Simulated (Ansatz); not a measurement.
# Ag: the cost of one run

Method: DFT r2SCAN, scalar-relativistic, plane waves, PAW, in Ansatz 0.2.0.

2 further runs of the same task are left out: 2 set aside as unsound or not needed.

## (1) The structure to begin with

It takes space group R-3m (No. 166, trigonal). Conventional cell: a = 2.905 Å, b = 2.905 Å, c = 21.322 Å, α = 90.00°, β = 90.00°, γ = 120.00°. Ag (site symmetry -3m) has 12 Ag at 2.90 Å in its first shell of neighbours. Around Ag (site symmetry 3m) lie 12 Ag at 2.90 Å.

As a file:

```cif
data_structure
_symmetry_space_group_name_H-M 'P 1'
_symmetry_Int_Tables_number 1
_cell_length_a 2.9047
_cell_length_b 2.9047
_cell_length_c 14.3131
_cell_angle_alpha 84.176
_cell_angle_beta 84.176
_cell_angle_gamma 60.000
_cell_volume 103.86
loop_
_atom_site_label
_atom_site_type_symbol
_atom_site_fract_x
_atom_site_fract_y
_atom_site_fract_z
_atom_site_occupancy
Ag1 Ag 0.50000 0.50000 0.50000 1
Ag2 Ag 0.00000 0.00000 0.00000 1
Ag3 Ag 0.61114 0.61114 0.16657 1
Ag4 Ag 0.11114 0.11114 0.66657 1
Ag5 Ag 0.88886 0.88886 0.33343 1
Ag6 Ag 0.38886 0.38886 0.83343 1
```

It goes back to an entry of the Materials Project, which need not be the stable form.

It is built from the cell relaxed beforehand with the same method (17.31 Å³/atom).

## (2) The undisturbed cell

The input, input.yaml:

```yaml
crystal:
  lattice:
    - [1.452353118, -2.515549391, 0.0]
    - [2.9047062361, 0.0, 0.0]
    - [1.452353118, -0.8385164637, 14.2145292774]
  atoms:
    - { symbol: Ag, position: [0.5, 0.5, 0.5] }
    - { symbol: Ag, position: [0.0, 0.0, 0.0] }
    - { symbol: Ag, position: [0.6111441506, 0.6111441506, 0.1665675483] }
    - { symbol: Ag, position: [0.1111441506, 0.1111441506, 0.6665675483] }
    - { symbol: Ag, position: [0.8888558494, 0.8888558494, 0.3334324517] }
    - { symbol: Ag, position: [0.3888558494, 0.3888558494, 0.8334324517] }
basis:
  ecutwfc: 500
kpoints:
  mp_grid: { grid: [12, 12, 14] }
hamiltonian:
  xc: r2scan
scf:
  occupations: { method: gaussian, width: 0.15 }
output:
  forces: true
  stress: true
  eigenvalues: true
```

On the command line:

```
$ ansatz run input.yaml --threads 2 --pin off --max-ram 5120MiB --backend cpu --events-out ev --progress --plain --runs-dir out
```

Q: Estimate wall time and peak memory on 2 threads of Intel Xeon 6975P-C (Granite Rapids), shared host.

About 80 s, with a peak of 3 GiB.
